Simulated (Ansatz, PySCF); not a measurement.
# Pb2F4 in two programs

Pb2F4 (singlet), relaxed with PySCF 2.14.0, RKS r2SCAN, Pb def2-SVP with ECP60, F def2-SVP; non-relativistic Hamiltonian with scalar-relativistic core potentials where named; density fitting; no spin-orbit coupling:

```xyz
6

Pb    0.0000   -0.4659    1.8039
Pb    0.0000   -0.4659   -1.8039
F     1.3282   -0.6688    0.0000
F    -1.3282   -0.6688    0.0000
F     0.0000    1.5819    1.7194
F     0.0000    1.5819   -1.7194
```

There the HOMO–LUMO gap is 5.08 eV. 

The same geometry by Ansatz 0.2.0 (PBE, PAW, a periodic box with 9 Å of vacuum):

| spin-orbit coupling | gap (eV) | largest force component (eV/Å) |
| --- | --- | --- |
| without | 4.63 | 0.34 |

Problem. What does the run with spin-orbit coupling give?

Solution. gap (eV): 4.41, largest force component (eV/Å): 0.31. It took 23 s on 2 threads of Arm Neoverse V2 (shared host), peak memory 2.2 GiB.

The spin-orbit runs use fully relativistic datasets of their own, so changes of a few hundredths of an eV needn't come from the coupling.

No frequency check is given that shows the relaxed geometry to be a minimum.

The two programs differ in functional, so their gaps don't test each other.
